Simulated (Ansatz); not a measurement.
Run this with the Ansatz DFT code, driven from Python and show what comes out.

`c3h6sn_scan.py`
```python
import ansatz as az
from ase import Atoms
import numpy as np

atoms = Atoms(["C", "C", "C", "Sn", "H", "H", "H", "H", "H", "H"], positions=[
    [-0.6961, 1.6026, -1.538],
    [-0.2955, 0.6286, -0.6006],
    [0.0485, -0.2041, 0.1692],
    [0.803, -1.6484, 1.5386],
    [0.0979, 2.324, -1.8066],
    [-1.5774, 2.2438, -1.1033],
    [-1.069, 1.1566, -2.4756],
    [0.3163, -3.2288, 0.9494],
    [-0.0165, -1.3583, 3.1409],
    [2.4719, -1.5673, 1.7289],
])
geometry = az.Crystal.molecule_from_ase(atoms)

symbols = [site.symbol for site in geometry.cartesian_sites]
start = np.array([site.position_ang for site in geometry.cartesian_sites])
axis = (start[6] - start[0]) / np.linalg.norm(start[6] - start[0])
moving = [6]
lengths, energies = [0.971, 1.015, 1.059, 1.103, 1.147, 1.191, 1.236, 1.302], []
for length in lengths:
    xyz = start.copy()
    xyz[moving] += (length - np.linalg.norm(start[6] - start[0])) * axis
    point = az.Crystal.molecule()
    for symbol, xyz in zip(symbols, xyz):
        point = point.atom(symbol, xyz.tolist())
    calculation = (
        point.calculation()
        .basis(gaussian="def2-SVP")
        .functional("HF")
    )
    r = calculation.run(threads=1).report
    energies.append(r["free_energy_ev"])
    print(f"r = {length:6.3f} A  E = {energies[-1]:.5f} eV  <S^2> = {abs(r['mean_field']['state']['spin_squared']):.3f}")

fit = np.polynomial.Polynomial.fit(lengths, np.array(energies) - min(energies), 4).convert()
roots = [r.real for r in fit.deriv().roots() if abs(r.imag) < 1e-9 and fit.deriv(2)(r.real) > 0]
r_e = min(roots, key=lambda r: abs(r - lengths[int(np.argmin(energies))]))
print(f"minimum of the fit at {r_e:.4f} A, force constant {fit.deriv(2)(r_e):.2f} eV/A^2")
```

`python c3h6sn_scan.py` gives:
```text
r =  0.971 A  E = -8986.60200 eV  <S^2> = 0.000
r =  1.015 A  E = -8986.81034 eV  <S^2> = 0.000
r =  1.059 A  E = -8986.91124 eV  <S^2> = 0.000
r =  1.103 A  E = -8986.92797 eV  <S^2> = 0.000
r =  1.147 A  E = -8986.87909 eV  <S^2> = 0.000
r =  1.191 A  E = -8986.77945 eV  <S^2> = 0.000
r =  1.236 A  E = -8986.63733 eV  <S^2> = 0.000
r =  1.302 A  E = -8986.37570 eV  <S^2> = 0.000
minimum of the fit at 1.0907 A, force constant 36.44 eV/A^2
```

Reading the output:
- Total energies depend on the basis set; only differences at equal settings carry meaning.
- The rest of the molecule is held rigid at a force-field or estimated start geometry, and the basis set is modest; single-reference methods fail as a bond breaks.
- def2 sets replace the cores of elements past krypton by effective core potentials.
- Hartree-Fock leaves correlation out, so bond, atomisation and ionisation energies come out well too low.
- The orbitals are restricted, so S² is zero by construction.
- Timing: 11 s on 1 thread of Arm Neoverse V1 (shared host), peak memory 0.24 GiB.

(Lines on the test bed's own set-up are left out of the output.)
